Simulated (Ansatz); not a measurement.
**C2H7GaO: how energies converge with the basis set**

Aim: see how fast density functionals converge with the basis set for C2H7GaO.

Program: Ansatz 0.2.0, Gaussian basis. Level of theory: one geometry, several basis sets. These are calculated values, not measurements.

Levels to be run: PBE0-D4/def2-SVP; ωB97M-V/def2-SVP; PBE0-D4/def2-QZVPP; ωB97M-V/def2-QZVPP; the functionals' def2-TZVPP values are taken from earlier runs.

### 1 The geometry

The geometry comes from an earlier relaxation with PBE0-D4 in a triple-zeta def2 set; it is a stationary point, not always the lowest conformer.

SMILES `CC[O][GaH2]`, 11 atoms, charge 0, spin multiplicity 1.

Atoms are counted from 1 here; the program's logs count them from 0.

Bond lengths: C1–C2 1.513 Å, C1–H5 1.093 Å, C1–H6 1.094 Å, C1–H7 1.094 Å, C2–O3 1.403 Å, C2–H8 1.098 Å, C2–H9 1.098 Å, O3–Ga4 1.780 Å, Ga4–H10 1.561 Å, Ga4–H11 1.557 Å. Angles: C2–C1–H5 109.9°, C2–C1–H6 111.5°, C2–C1–H7 111.5°, H5–C1–H6 107.9°, H5–C1–H7 107.9°, H6–C1–H7 108.0°, C1–C2–O3 115.5°, C1–C2–H8 109.3°, C1–C2–H9 109.3°, O3–C2–H8 108.0°, O3–C2–H9 108.0°, H8–C2–H9 106.4°, C2–O3–Ga4 131.5°, O3–Ga4–H10 120.8°, O3–Ga4–H11 111.0°, H10–Ga4–H11 128.2°.

### 2 PBE0-D4 in def2-SVP

File in.yaml:

```yaml
crystal:
  periodic: [false, false, false]
  atoms:
    - {symbol: C, position_ang: [-0.349950, 1.241034, 0.150901]}
    - {symbol: C, position_ang: [-0.953115, -0.089425, 0.542991]}
    - {symbol: O, position_ang: [-0.214806, -1.221752, 0.168509]}
    - {symbol: Ga, position_ang: [1.330338, -1.387399, -0.699392]}
    - {symbol: H, position_ang: [-0.996230, 2.056624, 0.485613]}
    - {symbol: H, position_ang: [0.634385, 1.383975, 0.605506]}
    - {symbol: H, position_ang: [-0.236700, 1.325387, -0.933564]}
    - {symbol: H, position_ang: [-1.089226, -0.118840, 1.632268]}
    - {symbol: H, position_ang: [-1.955006, -0.177301, 0.102084]}
    - {symbol: H, position_ang: [2.110317, -0.126624, -1.189092]}
    - {symbol: H, position_ang: [1.720003, -2.885680, -0.865825]}
basis:
  gaussian: {orbitals: def2-SVP}
hamiltonian: {xc: pbe0, dispersion: d4}
output: {orbitals: {seedname: orbitals}}
```

The runs that follow: ωB97M-V in def2-SVP; PBE0-D4 in def2-QZVPP; ωB97M-V in def2-QZVPP.

Before running them: what should the planned runs give, taken together? Wanted: PBE0-D4: double and triple zeta above quadruple; ωB97M-V: double and triple zeta above quadruple.

As calculated:

| quantity | value |
| --- | --- |
| PBE0-D4: double and triple zeta above quadruple | 13.01, 1.45 eV |
| ωB97M-V: double and triple zeta above quadruple | 13.17, 1.41 eV |

What this shows: For PBE0-D4 the step from double to triple zeta gains 11.56 eV and the next only 1.45 eV. These are total energies; as a rule much of such shifts cancels in differences, which this series doesn't test.
